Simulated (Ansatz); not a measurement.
# BH8NOSi2: two geometries relaxed

Are the two ends of the inversion of the pyramid at N4 separate minima, and which lies lower? Each is relaxed from a guess. SMILES of the start: BO[SiH](N)[SiH3].

All numbers below are computed with Ansatz 0.2.0 (RKS B3LYP/def2-mTZVP).

### Step 1. Starting point

Bond lengths: B1–O2 1.401 Å, O2–Si3 1.711 Å, Si3–N4 1.811 Å, Si3–Si5 2.260 Å, B1–H6 1.237 Å, B1–H7 1.208 Å, Si3–H8 1.452 Å, N4–H9 0.962 Å, N4–H10 1.045 Å, Si5–H11 1.496 Å, Si5–H12 1.459 Å, Si5–H13 1.517 Å. Angles (14 of 19 angles, heavy atoms first): B1–O2–Si3 105.1°, O2–Si3–N4 110.9°, O2–Si3–Si5 109.7°, N4–Si3–Si5 105.0°, O2–B1–H6 121.7°, O2–B1–H7 123.3°, O2–Si3–H8 114.3°, N4–Si3–H8 109.5°, Si5–Si3–H8 106.9°, Si3–N4–H9 108.4°, Si3–N4–H10 107.0°, Si3–Si5–H11 109.3°, Si3–Si5–H12 111.4°, Si3–Si5–H13 107.1°.

As a file:

```xyz
13

B    -2.0809    0.8210    0.6844
O    -1.4645   -0.4348    0.7616
Si   -0.2700   -0.4205   -0.4636
N     0.3242   -2.0965   -0.8047
Si    1.5498    0.7093    0.2577
H    -3.0810    1.0117   -0.0176
H    -1.7238    1.7759    1.3319
H    -0.6926    0.2064   -1.7029
H     1.0289   -2.0411   -1.4575
H     0.6625   -2.4917    0.1020
H     2.0486    0.0884    1.5236
H     2.6109    0.7052   -0.7430
H     1.1083    2.1320    0.5431
```

### Step 2. Relaxing end A

The input, input.yaml:

```yaml
crystal:
  periodic: [false, false, false]
  atoms:
    - { symbol: B, position_ang: [-2.0809, 0.821, 0.6844] }
    - { symbol: O, position_ang: [-1.4645, -0.4348, 0.7616] }
    - { symbol: Si, position_ang: [-0.27, -0.4205, -0.4636] }
    - { symbol: "N", position_ang: [0.3242, -2.0965, -0.8047] }
    - { symbol: Si, position_ang: [1.5498, 0.7093, 0.2577] }
    - { symbol: H, position_ang: [-3.081, 1.0117, -0.0176] }
    - { symbol: H, position_ang: [-1.7238, 1.7759, 1.3319] }
    - { symbol: H, position_ang: [-0.6926, 0.2064, -1.7029] }
    - { symbol: H, position_ang: [1.0289, -2.0411, -1.4575] }
    - { symbol: H, position_ang: [0.6625, -2.4917, 0.102] }
    - { symbol: H, position_ang: [2.0486, 0.0884, 1.5236] }
    - { symbol: H, position_ang: [2.6109, 0.7052, -0.743] }
    - { symbol: H, position_ang: [1.1083, 2.132, 0.5431] }
basis:
  gaussian: { orbitals: def2-mTZVP }
hamiltonian:
  xc: b3lyp
relax:
  f_tol: 0.015
  max_steps: 40
```

Command:

```bash
ansatz run input.yaml --threads 2 --pin off --max-ram 3072MiB --backend cpu --events-out ev --progress --plain --runs-dir out
```

Standard output, cut to the lines that bear on the results:

```text
Warning: RAYON_NUM_THREADS=2 ignored (pool sized by the plan → 2); use --threads N
[...]
Functional definition: B3LYP
[...]
1315 factors; integrals over basis functions are off by at most 6.1e-4 eV
[...]
mean field -20103.22959192 eV, -738.7800610446 hartree, gradient 4.4e-5 eV, S^2 0.000000; 0 other end points of the search recorded, 0 dependent functions left out
[...]
reference -20103.22990583 eV, -738.7800725807 hartree; 28, 28 occupied and 102, 102 virtual orbitals, 1315 factors
relax step   1: F+E_penalty+E_count = -20103.22959192 eV  Δ(F+E_penalty+E_count) = +0.000e0 eV  max|allowed force component| = 3.261e0 eV/Å  Δτ_max = 0.0000 Å  (27 SCF iters, accepted)
[...]
relax step   3: F+E_penalty+E_count = -20103.93531201 eV  Δ(F+E_penalty+E_count) = -1.759e-1 eV  max|allowed force component| = 1.026e0 eV/Å  Δτ_max = 0.1568 Å  (29 SCF iters, accepted)
[...]
relax step   5: F+E_penalty+E_count = -20104.21744540 eV  Δ(F+E_penalty+E_count) = -9.001e-2 eV  max|allowed force component| = 4.044e-1 eV/Å  Δτ_max = 0.1701 Å  (29 SCF iters, accepted)
[...]
relax step   7: F+E_penalty+E_count = -20104.34465040 eV  Δ(F+E_penalty+E_count) = -5.635e-2 eV  max|allowed force component| = 3.362e-1 eV/Å  Δτ_max = 0.1998 Å  (28 SCF iters, accepted)
[...]
relax step   9: F+E_penalty+E_count = -20104.45955545 eV  Δ(F+E_penalty+E_count) = -5.863e-2 eV  max|allowed force component| = 4.325e-1 eV/Å  Δτ_max = 0.2000 Å  (28 SCF iters, accepted)
[...]
relax step  10: F+E_penalty+E_count = -20104.48684990 eV  Δ(F+E_penalty+E_count) = -2.729e-2 eV  max|allowed force component| = 3.481e-1 eV/Å  Δτ_max = 0.1999 Å  (29 SCF iters, accepted)
[...]
relax step  11: F+E_penalty+E_count = -20104.47057308 eV  Δ(F+E_penalty+E_count) = +1.628e-2 eV  max|allowed force component| = 8.368e-1 eV/Å  Δτ_max = 0.1457 Å  (29 SCF iters, rejected (line search))
[...]
1315 factors; integrals over basis functions are off by at most 7.8e-4 eV
```

### Step 3. The log goes on: end point A relaxed

The log, continued, cut to the lines that bear on the results:

```text
mean field -20104.49997962 eV, -738.8267469314 hartree, gradient 8.4e-6 eV, S^2 0.000000; 0 other end points of the search recorded, 0 dependent functions left out
[...]
reference -20104.50030229 eV, -738.8267587892 hartree; 28, 28 occupied and 102, 102 virtual orbitals, 1315 factors
relax step  12: F+E_penalty+E_count = -20104.49997962 eV  Δ(F+E_penalty+E_count) = -1.313e-2 eV  max|allowed force component| = 2.211e-1 eV/Å  Δτ_max = 0.0728 Å  (30 SCF iters, accepted)
[...]
relax step  18: F+E_penalty+E_count = -20104.51226871 eV  Δ(F+E_penalty+E_count) = -1.198e-4 eV  max|allowed force component| = 1.015e-2 eV/Å  Δτ_max = 0.0256 Å  (31 SCF iters, accepted)
[...]
relax step  19: F+E_penalty+E_count = -20104.51230941 eV  Δ(F+E_penalty+E_count) = -4.070e-5 eV  max|allowed force component| = 9.466e-3 eV/Å  Δτ_max = 0.0157 Å  (24 SCF iters, accepted)
[...]
Atom 3 at     0.387755    -1.964726    -0.715225 Å, force     0.002759     0.006025     0.006570 eV/Å
Atom 4 at     1.592408     0.938878     0.366404 Å, force     0.003549     0.005574     0.004076 eV/Å
Atom 5 at    -3.307136     0.736013     0.828962 Å, force     0.005645     0.003407     0.000941 eV/Å
Atom 6 at    -1.413254     1.215302     1.556296 Å, force    -0.004619    -0.006029    -0.007208 eV/Å
Atom 7 at    -0.035446     0.025626    -2.280870 Å, force    -0.000226    -0.000994     0.003271 eV/Å
Atom 8 at     0.003409    -2.642607    -1.359713 Å, force    -0.000329    -0.009466    -0.001162 eV/Å
Atom 9 at     0.619116    -2.396121     0.169198 Å, force    -0.000081    -0.000615    -0.007721 eV/Å
Atom 10 at     1.770150     0.386631     1.735141 Å, force    -0.002002    -0.001041    -0.002117 eV/Å
Atom 11 at     2.894393     0.847653    -0.342354 Å, force    -0.001742     0.000953    -0.000817 eV/Å
Atom 12 at     1.217604     2.370553     0.478335 Å, force     0.000947    -0.003030    -0.001170 eV/Å
Dipole moment:     0.124185    -0.325045    -0.009917 e Å
```

Wall time 86 s (2 threads of Arm Neoverse V1, shared host); peak memory 0.31 GiB.

Relaxation path:

```csv
step,energy from step 1 (eV),largest force component (eV/Å)
1,0.0000,3.2606
2,-0.5298,1.4373
3,-0.7057,1.0260
4,-0.8978,0.8414
5,-0.9879,0.4044
6,-1.0587,0.2622
7,-1.1151,0.3362
8,-1.1713,0.5542
9,-1.2300,0.4325
10,-1.2573,0.3481
11x,-1.2410,0.8368
12,-1.2704,0.2211
13,-1.2799,0.0856
14,-1.2815,0.0552
15,-1.2819,0.0376
16,-1.2821,0.0417
17,-1.2826,0.0067
18,-1.2827,0.0101
19,-1.2827,0.0095
```

Step 1 is the start. 1 step was tried and not accepted (marked x).

After: Bond lengths: B1–O2 1.347 Å, O2–Si3 1.687 Å, Si3–N4 1.718 Å, Si3–Si5 2.357 Å, B1–H6 1.194 Å, B1–H7 1.200 Å, Si3–H8 1.479 Å, N4–H9 1.011 Å, N4–H10 1.011 Å, Si5–H11 1.487 Å, Si5–H12 1.485 Å, Si5–H13 1.484 Å. Angles (14 of 19 angles, heavy atoms first): B1–O2–Si3 135.3°, O2–Si3–N4 113.2°, O2–Si3–Si5 111.5°, N4–Si3–Si5 108.3°, O2–B1–H6 118.4°, O2–B1–H7 120.5°, O2–Si3–H8 103.9°, N4–Si3–H8 106.6°, Si5–Si3–H8 113.2°, Si3–N4–H9 121.1°, Si3–N4–H10 122.0°, Si3–Si5–H11 110.9°, Si3–Si5–H12 108.7°, Si3–Si5–H13 111.9°.

### Step 4. Relaxing end B

The second end starts from a geometry with the move made by hand.

Edit input.yaml of step 2 so:

```diff
@@ -11,4 +11,4 @@
     - { symbol: H, position_ang: [-0.6926, 0.2064, -1.7029] }
-    - { symbol: H, position_ang: [1.0289, -2.0411, -1.4575] }
-    - { symbol: H, position_ang: [0.6625, -2.4917, 0.102] }
+    - { symbol: H, position_ang: [0.34091, -2.2238, -1.75829] }
+    - { symbol: H, position_ang: [-0.3358, -2.75681, -0.33446] }
     - { symbol: H, position_ang: [2.0486, 0.0884, 1.5236] }
```

Command:

```bash
ansatz run input.yaml --threads 2 --pin off --max-ram 3072MiB --backend cpu --events-out ev --progress --plain --runs-dir out
```

Standard output, cut to the lines that bear on the results:

```text
Warning: RAYON_NUM_THREADS=2 ignored (pool sized by the plan → 2); use --threads N
[...]
[... 1 set-up line as earlier in the session ...]
[...]
1315 factors; integrals over basis functions are off by at most 6.1e-4 eV
[...]
mean field -20103.28788271 eV, -738.7822031916 hartree, gradient 4.1e-5 eV, S^2 0.000000; 0 other end points of the search recorded, 0 dependent functions left out
[...]
reference -20103.28819826 eV, -738.7822147878 hartree; 28, 28 occupied and 102, 102 virtual orbitals, 1315 factors
relax step   1: F+E_penalty+E_count = -20103.28788271 eV  Δ(F+E_penalty+E_count) = +0.000e0 eV  max|allowed force component| = 3.672e0 eV/Å  Δτ_max = 0.0000 Å  (27 SCF iters, accepted)
[...]
relax step   4: F+E_penalty+E_count = -20104.05145445 eV  Δ(F+E_penalty+E_count) = -1.248e-1 eV  max|allowed force component| = 1.154e0 eV/Å  Δτ_max = 0.1416 Å  (30 SCF iters, accepted)
[...]
relax step   7: F+E_penalty+E_count = -20104.34520895 eV  Δ(F+E_penalty+E_count) = -1.213e-1 eV  max|allowed force component| = 5.424e-1 eV/Å  Δτ_max = 0.2000 Å  (29 SCF iters, accepted)
[...]
relax step  10: F+E_penalty+E_count = -20104.44173398 eV  Δ(F+E_penalty+E_count) = -4.217e-2 eV  max|allowed force component| = 3.395e-1 eV/Å  Δτ_max = 0.0965 Å  (29 SCF iters, accepted)
[...]
relax step  13: F+E_penalty+E_count = -20104.50518127 eV  Δ(F+E_penalty+E_count) = -1.171e-2 eV  max|allowed force component| = 3.790e-2 eV/Å  Δτ_max = 0.1369 Å  (30 SCF iters, accepted)
[...]
relax step  14: F+E_penalty+E_count = -20104.50903563 eV  Δ(F+E_penalty+E_count) = -3.854e-3 eV  max|allowed force component| = 4.549e-2 eV/Å  Δτ_max = 0.1393 Å  (29 SCF iters, accepted)
[...]
1315 factors; integrals over basis functions are off by at most 9.0e-4 eV
mean field -20104.50804253 eV, -738.8270432381 hartree, gradient 2.2e-5 eV, S^2 0.000000; 0 other end points of the search recorded, 0 dependent functions left out
[...]
reference -20104.50836491 eV, -738.8270550851 hartree; 28, 28 occupied and 102, 102 virtual orbitals, 1315 factors
```

### Step 5. The output, continued: end point B relaxed

The log, continued:

```text
relax step  15: F+E_penalty+E_count = -20104.50804253 eV  Δ(F+E_penalty+E_count) = +9.931e-4 eV  max|allowed force component| = 2.470e-1 eV/Å  Δτ_max = 0.1958 Å  (28 SCF iters, rejected (line search))
these checks for a lower state are left out or cut short: starts, cluster_reference, orbital_swaps, neighbouring_geometries, increment
1315 factors; integrals over basis functions are off by at most 9.0e-4 eV
mean field -20104.50804755 eV, -738.8270434225 hartree, gradient 1.0e-5 eV, S^2 0.000000; 0 other end points of the search recorded, 0 dependent functions left out
the calculation of the forces begins
reference -20104.50836961 eV, -738.8270552578 hartree; 28, 28 occupied and 102, 102 virtual orbitals, 1315 factors
relax step  16: F+E_penalty+E_count = -20104.50804755 eV  Δ(F+E_penalty+E_count) = +9.881e-4 eV  max|allowed force component| = 1.466e-1 eV/Å  Δτ_max = 0.0979 Å  (30 SCF iters, rejected (line search))
these checks for a lower state are left out or cut short: starts, cluster_reference, orbital_swaps, neighbouring_geometries, increment
1315 factors; integrals over basis functions are off by at most 9.0e-4 eV
mean field evaluation 128: about -20104.5102 eV, gradient 8.0e-6 eV
mean field -20104.51024995 eV, -738.8271243590 hartree, gradient 7.9e-6 eV, S^2 0.000000; 0 other end points of the search recorded, 0 dependent functions left out
the calculation of the forces begins
reference -20104.51057198 eV, -738.8271361936 hartree; 28, 28 occupied and 102, 102 virtual orbitals, 1315 factors
relax step  17: F+E_penalty+E_count = -20104.51024995 eV  Δ(F+E_penalty+E_count) = -1.214e-3 eV  max|allowed force component| = 3.202e-2 eV/Å  Δτ_max = 0.0484 Å  (30 SCF iters, accepted)
these checks for a lower state are left out or cut short: starts, cluster_reference, orbital_swaps, neighbouring_geometries, increment
1315 factors; integrals over basis functions are off by at most 8.9e-4 eV
mean field -20104.50946757 eV, -738.8270956071 hartree, gradient 9.2e-6 eV, S^2 0.000000; 0 other end points of the search recorded, 0 dependent functions left out
the calculation of the forces begins
reference -20104.50978967 eV, -738.8271074441 hartree; 28, 28 occupied and 102, 102 virtual orbitals, 1315 factors
relax step  18: F+E_penalty+E_count = -20104.50946757 eV  Δ(F+E_penalty+E_count) = +7.824e-4 eV  max|allowed force component| = 1.471e-1 eV/Å  Δτ_max = 0.0975 Å  (29 SCF iters, rejected (line search))
these checks for a lower state are left out or cut short: starts, cluster_reference, orbital_swaps, neighbouring_geometries, increment
1315 factors; integrals over basis functions are off by at most 8.9e-4 eV
mean field -20104.51112949 eV, -738.8271566815 hartree, gradient 7.9e-6 eV, S^2 0.000000; 0 other end points of the search recorded, 0 dependent functions left out
the calculation of the forces begins
reference -20104.51145152 eV, -738.8271685159 hartree; 28, 28 occupied and 102, 102 virtual orbitals, 1315 factors
relax step  19: F+E_penalty+E_count = -20104.51112949 eV  Δ(F+E_penalty+E_count) = -8.795e-4 eV  max|allowed force component| = 2.074e-2 eV/Å  Δτ_max = 0.0488 Å  (30 SCF iters, accepted)
these checks for a lower state are left out or cut short: starts, cluster_reference, orbital_swaps, neighbouring_geometries, increment
1315 factors; integrals over basis functions are off by at most 8.9e-4 eV
mean field -20104.51166852 eV, -738.8271764908 hartree, gradient 7.9e-6 eV, S^2 0.000000; 0 other end points of the search recorded, 0 dependent functions left out
the calculation of the forces begins
reference -20104.51199068 eV, -738.8271883299 hartree; 28, 28 occupied and 102, 102 virtual orbitals, 1315 factors
relax step  20: F+E_penalty+E_count = -20104.51166852 eV  Δ(F+E_penalty+E_count) = -5.390e-4 eV  max|allowed force component| = 2.994e-2 eV/Å  Δτ_max = 0.0488 Å  (30 SCF iters, accepted)
these checks for a lower state are left out or cut short: starts, cluster_reference, orbital_swaps, neighbouring_geometries, increment
1315 factors; integrals over basis functions are off by at most 8.9e-4 eV
mean field -20104.51189245 eV, -738.8271847200 hartree, gradient 8.0e-6 eV, S^2 0.000000; 0 other end points of the search recorded, 0 dependent functions left out
the calculation of the forces begins
reference -20104.51221464 eV, -738.8271965604 hartree; 28, 28 occupied and 102, 102 virtual orbitals, 1315 factors
relax step  21: F+E_penalty+E_count = -20104.51189245 eV  Δ(F+E_penalty+E_count) = -2.239e-4 eV  max|allowed force component| = 5.164e-2 eV/Å  Δτ_max = 0.0380 Å  (31 SCF iters, accepted)
these checks for a lower state are left out or cut short: starts, cluster_reference, orbital_swaps, neighbouring_geometries, increment
1315 factors; integrals over basis functions are off by at most 8.9e-4 eV
mean field evaluation 160: about -20104.5120 eV, gradient 5.7e-4 eV
mean field -20104.51203010 eV, -738.8271897785 hartree, gradient 2.6e-5 eV, S^2 0.000000; 0 other end points of the search recorded, 0 dependent functions left out
the calculation of the forces begins
reference -20104.51235230 eV, -738.8272016192 hartree; 28, 28 occupied and 102, 102 virtual orbitals, 1315 factors
relax step  22: F+E_penalty+E_count = -20104.51203010 eV  Δ(F+E_penalty+E_count) = -1.376e-4 eV  max|allowed force component| = 4.129e-2 eV/Å  Δτ_max = 0.0108 Å  (24 SCF iters, accepted)
these checks for a lower state are left out or cut short: starts, cluster_reference, orbital_swaps, neighbouring_geometries, increment
1315 factors; integrals over basis functions are off by at most 8.9e-4 eV
mean field -20104.51225110 eV, -738.8271978999 hartree, gradient 8.0e-6 eV, S^2 0.000000; 0 other end points of the search recorded, 0 dependent functions left out
the calculation of the forces begins
reference -20104.51257338 eV, -738.8272097437 hartree; 28, 28 occupied and 102, 102 virtual orbitals, 1315 factors
relax step  23: F+E_penalty+E_count = -20104.51225110 eV  Δ(F+E_penalty+E_count) = -2.210e-4 eV  max|allowed force component| = 1.914e-2 eV/Å  Δτ_max = 0.0288 Å  (30 SCF iters, accepted)
these checks for a lower state are left out or cut short: starts, cluster_reference, orbital_swaps, neighbouring_geometries, increment
1315 factors; integrals over basis functions are off by at most 8.9e-4 eV
mean field -20104.51227794 eV, -738.8271988864 hartree, gradient 1.5e-5 eV, S^2 0.000000; 0 other end points of the search recorded, 0 dependent functions left out
the calculation of the forces begins
reference -20104.51260022 eV, -738.8272107298 hartree; 28, 28 occupied and 102, 102 virtual orbitals, 1315 factors
relax step  24: F+E_penalty+E_count = -20104.51227794 eV  Δ(F+E_penalty+E_count) = -2.684e-5 eV  max|allowed force component| = 1.233e-2 eV/Å  Δτ_max = 0.0064 Å  (24 SCF iters, accepted)
1315 factors; integrals over basis functions are off by at most 8.9e-4 eV
mean field evaluation 192: about -20104.5123 eV, gradient 2.0e-4 eV
mean field -20104.51227794 eV, -738.8271988864 hartree, gradient 1.5e-5 eV, S^2 0.000000; 1 other end points of the search recorded, 0 dependent functions left out
the calculation of the forces begins
reference -20104.51260022 eV, -738.8272107298 hartree; 28, 28 occupied and 102, 102 virtual orbitals, 1315 factors
Total energy: -20104.51260022 eV, -738.8272107298 hartree
Atom 0 at    -2.188029     0.766324     0.734146 Å, force     0.005686     0.012329     0.002107 eV/Å
Atom 1 at    -1.703847     0.135703    -0.353360 Å, force    -0.006081     0.000391    -0.003168 eV/Å
Atom 2 at    -0.168311    -0.291076    -0.907434 Å, force     0.000052     0.002842     0.001417 eV/Å
Atom 3 at     0.119479    -1.984532    -0.873024 Å, force     0.002470    -0.002363     0.002743 eV/Å
Atom 4 at     1.523423     0.776382     0.339604 Å, force    -0.001332     0.000227    -0.004064 eV/Å
Atom 5 at    -3.370473     0.892348     0.840751 Å, force    -0.003630    -0.006510    -0.002356 eV/Å
Atom 6 at    -1.443453     1.190340     1.573889 Å, force     0.000518    -0.003716     0.001857 eV/Å
Atom 7 at    -0.181510     0.105999    -2.332001 Å, force    -0.000680     0.000396     0.000036 eV/Å
Atom 8 at    -0.314746    -2.603572    -1.544651 Å, force     0.000564    -0.000671    -0.000539 eV/Å
Atom 9 at     0.334526    -2.474256    -0.015473 Å, force    -0.000125    -0.001581    -0.000053 eV/Å
Atom 10 at     1.672925     0.146043     1.677552 Å, force     0.001008     0.000984    -0.000996 eV/Å
Atom 11 at     2.811416     0.635768    -0.386616 Å, force    -0.001919     0.001761     0.002688 eV/Å
Atom 12 at     1.242711     2.222019     0.524368 Å, force     0.003469    -0.004088     0.000328 eV/Å
Dipole moment:     0.104416    -0.333597    -0.026860 e Å
```

Wall time 1.8 min (2 threads of Arm Neoverse V1, shared host); peak memory 0.31 GiB.

The steps of the relaxation:

```csv
step,energy from step 1 (eV),largest force component (eV/Å)
1,0.0000,3.6721
2,-0.4761,1.7490
3,-0.6387,1.1008
4,-0.7636,1.1541
5,-0.8916,0.6183
6,-0.9361,1.5117
7,-1.0573,0.5424
8,-1.1117,0.3171
9x,-1.1004,0.9487
10,-1.1539,0.3395
11,-1.1798,0.2028
12,-1.2056,0.1678
13,-1.2173,0.0379
14,-1.2212,0.0455
15x,-1.2202,0.2470
16x,-1.2202,0.1466
17,-1.2224,0.0320
18x,-1.2216,0.1471
19,-1.2232,0.0207
20,-1.2238,0.0299
21,-1.2240,0.0516
22,-1.2241,0.0413
23,-1.2244,0.0191
24,-1.2244,0.0123
```

Step 1 is the start. 4 steps were tried and not accepted (marked x).

After: Bond lengths: B1–O2 1.347 Å, O2–Si3 1.687 Å, Si3–N4 1.718 Å, Si3–Si5 2.357 Å, B1–H6 1.194 Å, B1–H7 1.200 Å, Si3–H8 1.479 Å, N4–H9 1.011 Å, N4–H10 1.011 Å, Si5–H11 1.487 Å, Si5–H12 1.485 Å, Si5–H13 1.484 Å. Angles (14 of 19 angles, heavy atoms first): B1–O2–Si3 135.3°, O2–Si3–N4 113.3°, O2–Si3–Si5 111.4°, N4–Si3–Si5 108.4°, O2–B1–H6 118.5°, O2–B1–H7 120.5°, O2–Si3–H8 103.9°, N4–Si3–H8 106.6°, Si5–Si3–H8 113.2°, Si3–N4–H9 121.2°, Si3–N4–H10 122.0°, Si3–Si5–H11 110.9°, Si3–Si5–H12 108.7°, Si3–Si5–H13 111.8°.

### Step 6. Results

| quantity | value |
| --- | --- |
| end A | 17 moves, 1.283 eV lower |
| end B | 19 moves, 1.224 eV lower |
| largest difference between the ends | 0.01 Å |
| end B relative to end A | +0.000 eV |

The two relaxations end at one structure, within 0.01 Å: no second minimum was found from this start, which doesn't rule one out.
